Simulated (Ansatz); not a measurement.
# BiMo (rocksalt): how the settings move a single-point run

Aim: see which settings change the result for BiMo (rocksalt), by how much, and at what cost.

Computed with Ansatz 0.2.0 (reference: DFT r2SCAN, scalar-relativistic, plane waves, PAW, unless a step's input says otherwise).

2 further runs of the same task are left out: 2 that didn't finish. Runs told in other sessions of the task aren't counted.

## (1) Starting point

The structure is cubic, space group Fm-3m (No. 225). The conventional cell has a = 5.655 Å, b = 5.655 Å, c = 5.655 Å, α = 90.00°, β = 90.00°, γ = 90.00°. Around Mo (site symmetry m-3m) lie 6 Bi at 2.83 Å. Bi (site symmetry m-3m) is surrounded by 6 Mo at 2.83 Å.

As a file:

```cif
data_structure
_symmetry_space_group_name_H-M 'P 1'
_symmetry_Int_Tables_number 1
_cell_length_a 3.9986
_cell_length_b 3.9986
_cell_length_c 3.9986
_cell_angle_alpha 60.000
_cell_angle_beta 60.000
_cell_angle_gamma 60.000
_cell_volume 45.21
loop_
_atom_site_label
_atom_site_type_symbol
_atom_site_fract_x
_atom_site_fract_y
_atom_site_fract_z
_atom_site_occupancy
Mo1 Mo 0.50000 0.50000 0.50000 1
Bi1 Bi 0.00000 0.00000 0.00000 1
```

## (2) Baseline

File input.yaml:

```yaml
crystal:
  lattice:
    - [0.0, 2.8274289403, 2.8274289403]
    - [2.8274289403, 0.0, 2.8274289403]
    - [2.8274289403, 2.8274289403, 0.0]
  atoms:
    - { symbol: Mo, position: [0.5, 0.5, 0.5] }
    - { symbol: Bi, position: [0.0, 0.0, 0.0] }
basis:
  ecutwfc: 500
  ecutrho_ratio: 4
kpoints:
  mp_grid: { grid: [10, 10, 10] }
hamiltonian:
  xc: r2scan
scf:
  occupations: { method: gaussian, width: 0.05 }
output:
  forces: true
  stress: true
  eigenvalues: true
```

The run is started by

```console
$ ansatz run input.yaml --threads 2 --pin off --max-ram 2662MiB --backend cpu --events-out ev --progress --plain --runs-dir out
```

## (3) Changing settings: ecutwfc 550 eV, ecutrho_ratio 9

input.yaml: that of step 2 with these lines changed.

```diff
@@ -9,4 +9,4 @@
 basis:
-  ecutwfc: 500
-  ecutrho_ratio: 4
+  ecutwfc: "550 eV"
+  ecutrho_ratio: 9
 kpoints:
@@ -20,2 +20 @@
   stress: true
-  eigenvalues: true
```

## (4) Changing settings: hubbard.sites [{species: Mo, l: d, u_eff: 1.0}], hubbard.double_counting amf, occupations.width 0.025, mixing.algorithm anderson, mixing.beta 0.2, mixing.ndim 2

input.yaml: that of step 2 with these lines changed.

```diff
@@ -15,4 +15,6 @@
   xc: r2scan
+  hubbard: { sites: [{ species: Mo, l: d, u_eff: 1.0 }], double_counting: amf }
 scf:
-  occupations: { method: gaussian, width: 0.05 }
+  occupations: { method: gaussian, width: 0.025 }
+  mixing: { algorithm: anderson, beta: 0.2, ndim: 2 }
 output:
@@ -20,2 +22 @@
   stress: true
-  eigenvalues: true
```

## (5) Variant: basis.precision f64, eigensolver.kind davidson

input.yaml: that of step 2 with these lines changed.

```diff
@@ -11,2 +11,3 @@
   ecutrho_ratio: 4
+  precision: f64
 kpoints:
@@ -17,2 +18,3 @@
   occupations: { method: gaussian, width: 0.05 }
+  eigensolver: { kind: davidson }
 output:
@@ -20,2 +22,5 @@
   stress: true
-  eigenvalues: true
+  write_density: true
+  write_potential: true
+  elf: true
+  volumetric_format: npy
```

## (6) Variant: ecutwfc 200 eV, lower_state_search off

input.yaml: that of step 2 with these lines changed.

```diff
@@ -9,3 +9,3 @@
 basis:
-  ecutwfc: 500
+  ecutwfc: "200 eV"
   ecutrho_ratio: 4
@@ -17,2 +17,3 @@
   occupations: { method: gaussian, width: 0.05 }
+  lower_state_search: "off"
 output:
@@ -20,2 +21 @@
   stress: true
-  eigenvalues: true
```

## (7) Variant: hubbard.sites [{species: Mo, l: d, u_eff: 8.0}], hubbard.double_counting fll, occupations.method tetrahedron, width left out

input.yaml: that of step 2 with these lines changed.

```diff
@@ -15,4 +15,5 @@
   xc: r2scan
+  hubbard: { sites: [{ species: Mo, l: d, u_eff: 8.0 }], double_counting: fll }
 scf:
-  occupations: { method: gaussian, width: 0.05 }
+  occupations: { method: tetrahedron }
 output:
@@ -20,2 +21 @@
   stress: true
-  eigenvalues: true
```

Before running it: what results should come out? Wanted: for each run, ending; energy change; pressure; gap; force.

**Answer**, as computed:

```tsv
run	ending	energy change	pressure (GPa)	gap (eV)	force (eV/Å)	cycles	time
reference	converged	0	0.0	0.00	0.00	6	2.2 s
1: ecutwfc 550 eV, ecutrho_ratio 9	converged	-0.8 meV/atom	0.0	0.00	0.00	6	3.4 s
2: hubbard.sites [{species: Mo, l: d, u_eff: 1.0}], hubbard.double_counting amf, occupations.width 0.025, mixing.algorithm anderson, mixing.beta 0.2, mixing.ndim 2	converged	-1.9 meV/atom (σ→0) (Hubbard term changed: no physical gain or loss)	0.0	0.00	0.00	20	4.5 s
3: basis.precision f64, eigensolver.kind davidson	converged	0.0 meV/atom	0.0	0.00	0.00	7	3.3 s
4: ecutwfc 200 eV, lower_state_search off	converged	+6.75 eV/atom	-3.6	0.00	0.00	8	1 s
5: hubbard.sites [{species: Mo, l: d, u_eff: 8.0}], hubbard.double_counting fll, occupations.method tetrahedron, width left out	converged	+4.96 eV/atom (σ→0) (Hubbard term changed: no physical gain or loss)	1.3	0.00	0.00	20	5.3 s
```

Times don't compare one to one where runs were asked for different outputs or read a saved state (see the inputs); cycles may leave out searches for a lower state.

Residual by cycle in the longest SCF loop of each run; runs are numbered as in the table. The quantity is the density residual dr2, in eV.

```tsv
cycle	reference	run 1	run 2	run 3	run 4	run 5
1	0.0104	0.0104	2.4	0.0102	1.15	2.36
3	5.6e-4	5.2e-4	0.175	4.9e-4	0.00888	0.0426
4	5.1e-5	4.8e-5	0.0146	5.0e-5	0.00107	0.0196
6	7.3e-8	9.3e-8	0.00369	1.4e-7	2.7e-6	0.0207
8	-	-	3.3e-4	-	1.2e-8	0.0241
10	-	-	2.9e-5	-	-	1.7e-4
11	-	-	2.3e-5	-	-	8.3e-5
13	-	-	9.9e-6	-	-	2.4e-5
15	-	-	1.6e-6	-	-	8.5e-6
17	-	-	3.4e-7	-	-	2.1e-6
18	-	-	1.9e-7	-	-	7.4e-7
20	-	-	7.1e-8	-	-	2.3e-8
```

Of the converged runs whose energies compare with the reference's, «ecutwfc 200 eV, lower_state_search off» moves the energy most (+6.75 eV/atom). Run 4 ran under the cutoff that the potentials recommend, as the log warns, so basis error is mixed into its values. A changed U is a change of model: its shifts are not errors of convergence.
